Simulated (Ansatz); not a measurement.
# ClH3SiZn: up Jacob's ladder to CCSD(T), part 2 of 2

Ansatz 0.2.0, Gaussian basis; functionals in def2-TZVPP, the program's frozen cores in correlated methods. The steps go on from the part before.

### Step 15. LC-ωPBE (range-separated)

in.yaml

```yaml
crystal:
  periodic: [false, false, false]
  atoms:
    - {symbol: Cl, position_ang: [-2.274578, -0.426938, 0.088049]}
    - {symbol: Si, position_ang: [-0.362294, -0.073430, -0.656511]}
    - {symbol: Zn, position_ang: [1.123529, 0.186170, 1.191239]}
    - {symbol: H, position_ang: [-0.042529, -1.223810, -1.546222]}
    - {symbol: H, position_ang: [-0.471775, 1.124502, -1.534036]}
    - {symbol: H, position_ang: [2.069746, 0.349506, 2.411281]}
basis:
  gaussian: {orbitals: def2-TZVPP}
hamiltonian: {xc: {name: LC-wPBE}}
output: {orbitals: {seedname: orbitals}}
```

Command:

```sh
ansatz run in.yaml --threads 2 --pin off --events-out ev --progress --plain --max-ram 4352MiB
```

Output, cut to the lines that bear on the results:

```text
Functional definition: LC-wPBE
  name "LC-wPBE"
  cite "Vydrov & Scuseria, J. Chem. Phys. 125, 234109 (2006) doi:10.1063/1.2409292"
  cite "Heyd & Scuseria, J. Chem. Phys. 120, 7274 (2004) doi:10.1063/1.1668634"
  cite "Ernzerhof & Perdew, J. Chem. Phys. 109, 3313 (1998) doi:10.1063/1.476928"
  cite "Perdew, Burke & Ernzerhof, Phys. Rev. Lett. 77, 3865 (1996) doi:10.1103/PhysRevLett.77.3865"
  parent pbe
[...]
1258 factors; their error is unknown
293 factors; integrals over basis functions are off by at most 1.7e-4 eV
[...]
mean field -68858.43401362 eV, -2530.5007760775 hartree, gradient 4.8e-5 eV, S^2 0.000000; 0 other end points of the search recorded, 0 dependent functions left out
reference -68858.43401363 eV, -2530.5007760778 hartree; 32, 32 occupied and 158, 158 virtual orbitals, 1258 factors
Total energy: -68858.43401363 eV, -2530.5007760778 hartree
```

Wall time 2.2 s (2 threads of AMD EPYC 7B13, shared host); peak memory 0.32 GiB.

With the free atoms at this level, -68843.791 eV in sum, the atomisation energy is 1412.8 kJ/mol. HOMO -9.94 eV, LUMO 0.44 eV.

### Step 16. ωB97X-V (range-separated)

in.yaml: that of step 15 with these lines changed.

```diff
@@ -11,3 +11,3 @@
   gaussian: {orbitals: def2-TZVPP}
-hamiltonian: {xc: {name: LC-wPBE}}
+hamiltonian: {xc: {name: wB97X-V}}
 output: {orbitals: {seedname: orbitals}}
```

The command is unchanged.

Output, cut to the lines that bear on the results:

```text
Functional definition: wB97X-V
  name "wB97X-V"
  cite "Mardirossian & Head-Gordon, Phys. Chem. Chem. Phys. 16, 9904 (2014) doi:10.1039/C3CP54374A"
  cite "Becke, J. Chem. Phys. 107, 8554 (1997) doi:10.1063/1.475007"
  cite "Vydrov & Van Voorhis, J. Chem. Phys. 133, 244103 (2010) doi:10.1063/1.3521275"
[...]
      + integral(e_c_pw_opposite_spin*poly(b97_u_opposite, cos0, cos1)) + vv10(b, c)
1314 factors; their error is unknown
225 factors; integrals over basis functions are off by at most 3.0e-5 eV
[...]
mean field -68862.84259144 eV, -2530.6627883241 hartree, gradient 1.7e-5 eV, S^2 0.000000; 0 other end points of the search recorded, 0 dependent functions left out
reference -68862.84258922 eV, -2530.6627882427 hartree; 32, 32 occupied and 158, 158 virtual orbitals, 1314 factors
Total energy: -68862.84258922 eV, -2530.6627882427 hartree
```

Run time: 6.5 s. Hardware: 2 threads of AMD EPYC 7B13, shared host; peak memory 0.63 GiB.

With the free atoms at this level, -68847.999 eV in sum, the atomisation energy is 1432.1 kJ/mol. HOMO -9.58 eV, LUMO 0.32 eV.

### Step 17. ωB97M-V (range-separated)

in.yaml: that of step 16 with these lines changed.

```diff
@@ -11,3 +11,3 @@
   gaussian: {orbitals: def2-TZVPP}
-hamiltonian: {xc: {name: wB97X-V}}
-output: {orbitals: {seedname: orbitals}}
+hamiltonian: {xc: {name: wB97M-V}}
+output: {forces: true, orbitals: {seedname: orbitals}}
```

The command is unchanged.

Output, cut to the lines that bear on the results:

```text
Functional definition: wB97M-V
  name "wB97M-V"
  cite "Mardirossian & Head-Gordon, J. Chem. Phys. 144, 214110 (2016) doi:10.1063/1.4952647"
  cite "Becke, J. Chem. Phys. 107, 8554 (1997) doi:10.1063/1.475007"
  cite "Vydrov & Van Voorhis, J. Chem. Phys. 133, 244103 (2010) doi:10.1063/1.3521275"
  # Of w^i u^j: cxij and so on, Table III.
[...]
  gx(w, u) = 1 - cx + cx01*u + cx10*w
  gss(w, u) = css00 + css04*u^4 + css10*w + css20*w^2 + css43*w^4*u^3
  gos(w, u) = cos00 + cos10*w + (cos20 + cos21*u)*w^2 + (cos60 + cos61*u)*w^6
[...]
      + integral(e_c_pw_mod_opposite_spin*gos(b97_w_opposite, b97_u_opposite)) + vv10(b, c)
1314 factors; their error is unknown
225 factors; integrals over basis functions are off by at most 3.0e-5 eV
[...]
mean field -68866.47492291 eV, -2530.7962740436 hartree, gradient 7.2e-5 eV, S^2 0.000000; 0 other end points of the search recorded, 0 dependent functions left out
[...]
reference -68866.47497679 eV, -2530.7962760237 hartree; 32, 32 occupied and 158, 158 virtual orbitals, 1314 factors
Total energy: -68866.47497679 eV, -2530.7962760237 hartree
Atom 0 at    -2.274578    -0.426938     0.088049 Å, force    -0.055357    -0.010051     0.022271 eV/Å
Atom 1 at    -0.362294    -0.073430    -0.656511 Å, force     0.172680     0.030809    -0.115193 eV/Å
Atom 2 at     1.123529     0.186170     1.191239 Å, force    -0.001297    -0.000761     0.004063 eV/Å
Atom 3 at    -0.042529    -1.223810    -1.546222 Å, force    -0.038494     0.138007     0.103577 eV/Å
Atom 4 at    -0.471775     1.124502    -1.534036 Å, force     0.013640    -0.142964     0.103015 eV/Å
Atom 5 at     2.069746     0.349506     2.411281 Å, force    -0.091173    -0.015040    -0.117732 eV/Å
Dipole moment:     0.346284     0.063963    -0.028245 e Å
```

Run time: 9.5 s. Hardware: 2 threads of AMD EPYC 7B13, shared host; peak memory 0.67 GiB.

With the free atoms at this level, -68851.814 eV in sum, the atomisation energy is 1414.5 kJ/mol. HOMO -9.38 eV, LUMO 0.05 eV.

### Step 18. B2PLYP (double hybrid)

in.yaml: that of step 17 with these lines changed.

```diff
@@ -11,3 +11,3 @@
   gaussian: {orbitals: def2-TZVPP}
-hamiltonian: {xc: {name: wB97M-V}}
-output: {forces: true, orbitals: {seedname: orbitals}}
+hamiltonian: {xc: {name: B2PLYP}}
+correlation: {frozen_orbitals: {Cl: 5, H: 0, Si: 5, Zn: 9}}
```

Launched as before.

Output, cut to the lines that bear on the results:

```text
Functional definition: B2PLYP
  name "B2PLYP"
  cite "Grimme, J. Chem. Phys. 124, 034108 (2006) doi:10.1063/1.2148954"
  cite "Becke, Phys. Rev. A 38, 3098 (1988) doi:10.1103/PhysRevA.38.3098"
  cite "Lee, Yang & Parr, Phys. Rev. B 37, 785 (1988) doi:10.1103/PhysRevB.37.785"
[...]
1173 factors; integrals over basis functions are off by at most 9.0e-4 eV
[...]
mean field -68848.75873317 eV, -2530.1452160792 hartree, gradient 6.5e-6 eV, S^2 0.000000; 0 other end points of the search recorded, 0 dependent functions left out
19 core orbitals not correlated: weight in the atoms' cores, before any rotation towards them, 1.000 or more for the frozen orbitals, at most 0.000 for the correlated occupied ones
reference -68848.75890633 eV, -2530.1452224427 hartree; 13, 13 occupied and 158, 158 virtual orbitals, 1173 factors
second order -26.75905669 eV of doubles, -0.00000000 eV of singles
Total energy: -68855.98385164 eV, -2530.4107342855 hartree
```

Run time: 4.4 s. Hardware: 2 threads of AMD EPYC 7B13, shared host; peak memory 0.42 GiB.

Atomisation energy: 1371.5 kJ/mol (free atoms -68841.769 eV, run apart).

### Step 19. PBE-QIDH (double hybrid)

in.yaml: that of step 18 with these lines changed.

```diff
@@ -11,3 +11,3 @@
   gaussian: {orbitals: def2-TZVPP}
-hamiltonian: {xc: {name: B2PLYP}}
+hamiltonian: {xc: {name: PBE-QIDH}}
 correlation: {frozen_orbitals: {Cl: 5, H: 0, Si: 5, Zn: 9}}
```

Same command.

Output, cut to the lines that bear on the results:

```text
Functional definition: PBE-QIDH
  name "PBE-QIDH"
  cite "Brémond, Sancho-García, Pérez-Jiménez & Adamo, J. Chem. Phys. 141, 031101 (2014) doi:10.1063/1.4890314"
  cite "Perdew, Burke & Ernzerhof, Phys. Rev. Lett. 77, 3865 (1996) doi:10.1103/PhysRevLett.77.3865"
[...]
1173 factors; integrals over basis functions are off by at most 9.0e-4 eV
[...]
mean field -68836.59018807 eV, -2529.6980302950 hartree, gradient 7.8e-6 eV, S^2 0.000000; 0 other end points of the search recorded, 0 dependent functions left out
19 core orbitals not correlated: weight in the atoms' cores, before any rotation towards them, 1.000 or more for the frozen orbitals, at most 0.000 for the correlated occupied ones
reference -68836.59020225 eV, -2529.6980308161 hartree; 13, 13 occupied and 158, 158 virtual orbitals, 1173 factors
second order -24.98981834 eV of doubles, -0.00000000 eV of singles
Total energy: -68844.92014170 eV, -2530.0041504445 hartree
```

It took 4.6 s on 2 threads of AMD EPYC 7B13, shared host; peak memory 0.42 GiB.

With the free atoms at this level, -68830.401 eV in sum, the atomisation energy is 1400.9 kJ/mol.

### Step 20. Orbital energies across the functionals

Dipoles come from the runs that computed forces. Levels are read from the orbital files that the runs wrote:

```
  functional  HOMO (eV)  LUMO (eV)  gap (eV)  dipole (D)
 LDA (SPW92)      -6.40      -2.48      3.92            
      PBE-D4      -6.30      -2.26      4.04        1.51
   revPBE-D4      -6.26      -2.16      4.10            
     BLYP-D4      -6.16      -2.16      4.01            
   r2SCAN-D4      -6.56      -2.00      4.56        1.58
      B97M-V      -6.62      -2.19      4.43            
     PBE0-D4      -7.36      -1.50      5.85            
    B3LYP-D4      -7.17      -1.73      5.44        1.64
  r2SCANh-D4      -6.94      -1.74      5.21            
  r2SCAN0-D4      -7.52      -1.35      6.17            
    HSE06-D4      -6.96      -1.86      5.10            
    BHLYP-D4      -8.32      -0.78      7.53            
CAM-B3LYP-D4      -8.62      -0.64      7.98            
     LC-ωPBE      -9.94       0.44     10.38            
     ωB97X-V      -9.58       0.32      9.91            
     ωB97M-V      -9.38       0.05      9.43        1.70
```

### Step 21. CCSD(T) in def2-SVP

in.yaml: that of step 19 with these lines changed.

```diff
@@ -10,4 +10,3 @@
 basis:
-  gaussian: {orbitals: def2-TZVPP}
-hamiltonian: {xc: {name: PBE-QIDH}}
-correlation: {frozen_orbitals: {Cl: 5, H: 0, Si: 5, Zn: 9}}
+  gaussian: {orbitals: def2-SVP}
+correlation: {method: ccsd_t, frozen_orbitals: {Cl: 5, H: 0, Si: 5, Zn: 9}}
```

Same command.

Output, cut to the lines that bear on the results:

```text
Functional definition: HF
  name "HF"
  cite "Fock, Z. Phys. 61, 126 (1930) doi:10.1007/BF01340294"
  parent pbe
[...]
778 factors; integrals over basis functions are off by at most 1.2e-3 eV
[...]
mean field -68777.54104399 eV, -2527.5280142750 hartree, gradient 6.9e-6 eV, S^2 0.000000; 0 other end points of the search recorded, 0 dependent functions left out
19 core orbitals not correlated: weight in the atoms' cores, before any rotation towards them, 1.000 or more for the frozen orbitals, at most 0.000 for the correlated occupied ones
reference -68777.54104399 eV, -2527.5280142750 hartree; 13, 13 occupied and 50, 50 virtual orbitals, 778 factors
second order -14.59215736 eV of doubles, -0.00000000 eV of singles
cycle   1  -14.49089098 eV  change    1.0e-1 eV  update   9.8e-2
[...]
cycle   9  -15.01224125 eV  change   -2.6e-5 eV  update   1.5e-5
perturbative correction -0.38332372 eV, -0.0140868869 hartree
Total energy: -68792.93660897 eV, -2528.0937908524 hartree
```

Wall time 1.9 s (2 threads of AMD EPYC 7B13, shared host).

### Step 22. CCSD(T) in def2-TZVPP

in.yaml: that of step 21 with these lines changed.

```diff
@@ -10,3 +10,4 @@
 basis:
-  gaussian: {orbitals: def2-SVP}
+  gaussian: {orbitals: def2-TZVPP}
 correlation: {method: ccsd_t, frozen_orbitals: {Cl: 5, H: 0, Si: 5, Zn: 9}}
+output: {orbitals: {seedname: orbitals}}
```

The command is unchanged.

Output, cut to the lines that bear on the results:

```text
Functional definition: HF
  name "HF"
  cite "Fock, Z. Phys. 61, 126 (1930) doi:10.1007/BF01340294"
  parent pbe
[...]
1173 factors; integrals over basis functions are off by at most 9.0e-4 eV
[...]
mean field -68791.36864842 eV, -2528.0361693652 hartree, gradient 1.8e-6 eV, S^2 0.000000; 0 other end points of the search recorded, 0 dependent functions left out
19 core orbitals not correlated: weight in the atoms' cores, before any rotation towards them, 1.000 or more for the frozen orbitals, at most 0.000 for the correlated occupied ones
reference -68791.36864842 eV, -2528.0361693652 hartree; 13, 13 occupied and 158, 158 virtual orbitals, 1173 factors
second order -22.42324234 eV of doubles, -0.00000000 eV of singles
cycle   1  -21.42011818 eV  change     1.0e0 eV  update   1.2e-1
[...]
cycle  10  -22.22451426 eV  change   -3.2e-5 eV  update   8.0e-6
perturbative correction -0.76420648 eV, -0.0280840701 hartree
Total energy: -68814.35736917 eV, -2528.8809892701 hartree
```

It took 40 s on 2 threads of AMD EPYC 7B13, shared host; peak memory 1.8 GiB.

### Step 23. MP2 in def2-QZVPP

in.yaml: that of step 22 with these lines changed.

```diff
@@ -10,4 +10,3 @@
 basis:
-  gaussian: {orbitals: def2-TZVPP}
-correlation: {method: ccsd_t, frozen_orbitals: {Cl: 5, H: 0, Si: 5, Zn: 9}}
-output: {orbitals: {seedname: orbitals}}
+  gaussian: {orbitals: "def2-QZVPP.json"}
+correlation: {method: mp2, frozen_orbitals: {Cl: 5, H: 0, Si: 5, Zn: 9}}
```

The command is unchanged.

Output:

```text
Functional definition: HF
  name "HF"
  cite "Fock, Z. Phys. 61, 126 (1930) doi:10.1007/BF01340294"
  parent pbe
  exchange = exact_x
  correlation = 0
2045 factors; integrals over basis functions are off by at most 7.3e-4 eV
mean field evaluation 1: about -68791.6556 eV, gradient 1.7e1 eV
mean field evaluation 2: about -68791.8336 eV, gradient 1.7e1 eV
mean field evaluation 4: about -68793.0369 eV, gradient 4.6e0 eV
mean field evaluation 8: about -68793.0795 eV, gradient 6.9e-2 eV
mean field -68793.07948223 eV, -2528.0990413478 hartree, gradient 2.5e-6 eV, S^2 0.000000; 0 other end points of the search recorded, 0 dependent functions left out
19 core orbitals not correlated: weight in the atoms' cores, before any rotation towards them, 1.000 or more for the frozen orbitals, at most 0.000 for the correlated occupied ones
reference -68793.07948223 eV, -2528.0990413478 hartree; 13, 13 occupied and 298, 298 virtual orbitals, 2045 factors
second order -24.21839730 eV of doubles, -0.00000000 eV of singles
Total energy: -68817.29787953 eV, -2528.9890510328 hartree
```

It took 12 s on 2 threads of AMD EPYC 7B13, shared host; peak memory 1.2 GiB.

Energy pieces by basis (eV):

```
     basis           HF  MP2 correlation  CCSD correlation      (T)              total
  def2-SVP  -68777.5410         -14.5922          -15.0122  -0.3833        -68792.9366
def2-TZVPP  -68791.3686         -22.4232          -22.2245  -0.7642        -68814.3574
def2-QZVPP  -68793.0795         -24.2184                             -68817.2979 (MP2)
```

The report of the def2-TZVPP run gives T1 = 0.0135.

### Step 24. Extrapolating to the complete basis

No new run: Hartree-Fock is extrapolated as exp(−7.88√X) and correlation as X^−2.97, with X = 3 and 4; only MP2 was run in the larger set, so CCSD(T) minus MP2 is added from the smaller one.

```
  level  energy at the limit (eV)
     HF               -68793.3151
    MP2               -68818.8633
   CCSD               -68818.6645
CCSD(T)               -68819.4287
```

### Step 25. RPA on PBE orbitals

in.yaml: that of step 23 with these lines changed.

```diff
@@ -10,3 +10,4 @@
 basis:
-  gaussian: {orbitals: "def2-QZVPP.json"}
-correlation: {method: mp2, frozen_orbitals: {Cl: 5, H: 0, Si: 5, Zn: 9}}
+  gaussian: {orbitals: def2-TZVPP}
+hamiltonian: {xc: pbe}
+correlation: {method: rpa, frozen_orbitals: {Cl: 5, H: 0, Si: 5, Zn: 9}}
```

Launched as before.

Output, cut to the lines that bear on the results:

```text
Functional definition: PBE
  name "PBE"
  cite "Perdew, Burke & Ernzerhof, Phys. Rev. Lett. 77, 3865 (1996) doi:10.1103/PhysRevLett.77.3865"
  parent pbe
[...]
1173 factors; integrals over basis functions are off by at most 9.0e-4 eV
[...]
mean field -68853.93286238 eV, -2530.3353618204 hartree, gradient 3.7e-6 eV, S^2 0.000000; 0 other end points of the search recorded, 0 dependent functions left out
19 core orbitals not correlated: weight in the atoms' cores, before any rotation towards them, 1.000 or more for the frozen orbitals, at most 0.000 for the correlated occupied ones
reference -68789.55202747 eV, -2527.9694097765 hartree; 13, 13 occupied and 158, 158 virtual orbitals, 1173 factors
Total energy: -68822.54816609 eV, -2529.1819955052 hartree
```

It took 3.6 s on 2 threads of AMD EPYC 7B13, shared host; peak memory 0.35 GiB.

RPA correlation: -32.996 eV. No RPA run of the hydrogen atom was made, so RPA has no atomisation energy below.

### Step 26. All levels against the reference

Free atoms (1 Cl, 1 Si, 1 Zn, 3 H) were run apart at each level; the atomisation energy is their sum less the molecule, without zero-point or spin-orbit terms.

Differences are taken before rounding.

```
            method             rung  atoms, summed (eV)  atomisation energy (kJ/mol)  from CCSD(T)/CBS (kJ/mol)   time
       LDA (SPW92)              LDA          -68702.749                       1571.8                     +166.9  1.1 s
            PBE-D4              GGA          -68839.638                       1391.9                      -13.0  2.1 s
         revPBE-D4              GGA          -68849.551                       1367.1                      -37.8  1.8 s
           BLYP-D4              GGA          -68858.779                       1359.6                      -45.3  1.8 s
         r2SCAN-D4         meta-GGA          -68853.843                       1424.1                      +19.3  4.3 s
            B97M-V         meta-GGA          -68840.932                       1422.5                      +17.6    7 s
           PBE0-D4           hybrid          -68841.929                       1394.3                      -10.6  2.6 s
          B3LYP-D4           hybrid          -68858.912                       1383.2                      -21.7  4.2 s
        r2SCANh-D4           hybrid          -68853.392                       1418.5                      +13.7  4.8 s
        r2SCAN0-D4           hybrid          -68852.749                       1411.2                       +6.3  4.7 s
          HSE06-D4           hybrid          -68841.475                       1394.7                      -10.2  3.2 s
          BHLYP-D4           hybrid          -68855.300                       1375.6                      -29.3  2.9 s
      CAM-B3LYP-D4  range-separated          -68859.704                       1399.3                       -5.6  3.3 s
           LC-ωPBE  range-separated          -68843.791                       1412.8                       +8.0  2.2 s
           ωB97X-V  range-separated          -68847.999                       1432.1                      +27.3  6.5 s
           ωB97M-V  range-separated          -68851.814                       1414.5                       +9.7  9.5 s
            B2PLYP    double hybrid          -68841.769                       1371.5                      -33.4  4.4 s
          PBE-QIDH    double hybrid          -68830.401                       1400.9                       -4.0  4.6 s
     HF/def2-TZVPP     wavefunction          -68780.430                       1055.4                     -349.5       
    MP2/def2-TZVPP     wavefunction          -68799.557                       1373.5                      -31.4       
   CCSD/def2-TZVPP     wavefunction          -68799.639                       1346.4                      -58.5       
  CCSD(T)/def2-SVP     wavefunction          -68779.633                       1283.6                     -121.2  1.9 s
CCSD(T)/def2-TZVPP     wavefunction          -68800.230                       1363.1                      -41.8   40 s
           MP2/CBS     wavefunction          -68804.195                       1415.3                      +10.4       
       CCSD(T)/CBS     wavefunction          -68804.868                       1404.9                          0   52 s
```

Among the levels timed on like hardware and quicker than the yardstick, those that no quicker one beats, quickest first: LDA (SPW92) (1.1 s, +166.9 kJ/mol); revPBE-D4 (1.8 s, -37.8 kJ/mol); PBE-D4 (2.1 s, -13.0 kJ/mol); LC-ωPBE (2.2 s, +8.0 kJ/mol); CAM-B3LYP-D4 (3.3 s, -5.6 kJ/mol); PBE-QIDH (4.6 s, -4.0 kJ/mol).

LDA (SPW92), LC-ωPBE, B2PLYP, PBE-QIDH carry no dispersion term (for B3LYP, D4 adds 20.8 kJ/mol).

Times are those of the molecule's run; HF, MP2 and CCSD come out of the CCSD(T) runs, and the limit's time is the sum of the runs that it needs.

### Step 27. Outcome

The summary covers parts 1 to 2.

```
                               quantity                                      value
        atomisation energy, CCSD(T)/CBS                              1404.9 kJ/mol
  functionals within 7.0 kJ/mol (0.5 %)         r2SCAN0-D4, CAM-B3LYP-D4, PBE-QIDH
                    farthest beyond LDA                     BLYP-D4 (-45.3 kJ/mol)
                mean size of error, GGA                                32.0 kJ/mol
           mean size of error, meta-GGA                                18.4 kJ/mol
             mean size of error, hybrid                                15.3 kJ/mol
    mean size of error, range-separated                                12.6 kJ/mol
      mean size of error, double hybrid                                18.7 kJ/mol
              gap, smallest and largest  3.92 eV (LDA (SPW92)), 10.38 eV (LC-ωPBE)
                          T1 diagnostic                                     0.0135
triples share of the correlation energy                                      3.3 %
```

**Reading.** LDA overbinds by 166.9 kJ/mol (12 %). PBE-D4 misses by -13.0 kJ/mol. Double hybrids carry the basis error of their MP2 part in triple zeta, and no dispersion term here, so their miss is partly the set-up's. By mean error the best rung here is range-separated (12.6 kJ/mol) and the worst beyond LDA is GGA (32.0 kJ/mol). The gap between the best rungs is small, so their order is not settled. The reference freezes the cores and leaves out relativity and excitations past (T), so misses under about 7.0 kJ/mol can't be ranked. Hartree-Fock recovers 75 % of the binding; the rest is correlation. CCSD(T) in def2-SVP is off by -121.2 kJ/mol, which most functionals beat. Orbital gaps span 3.9 to 10.4 eV; exact exchange widens them. For Zn the d shell is correlated and the shells below it are frozen.

PBE-QIDH reaches 4.0 kJ/mol from the reference in 4.6 s, where CCSD(T)/CBS took 52 s; the quickest level in the cost chart, LDA (SPW92), takes 1.1 s and misses by 166.9 kJ/mol.
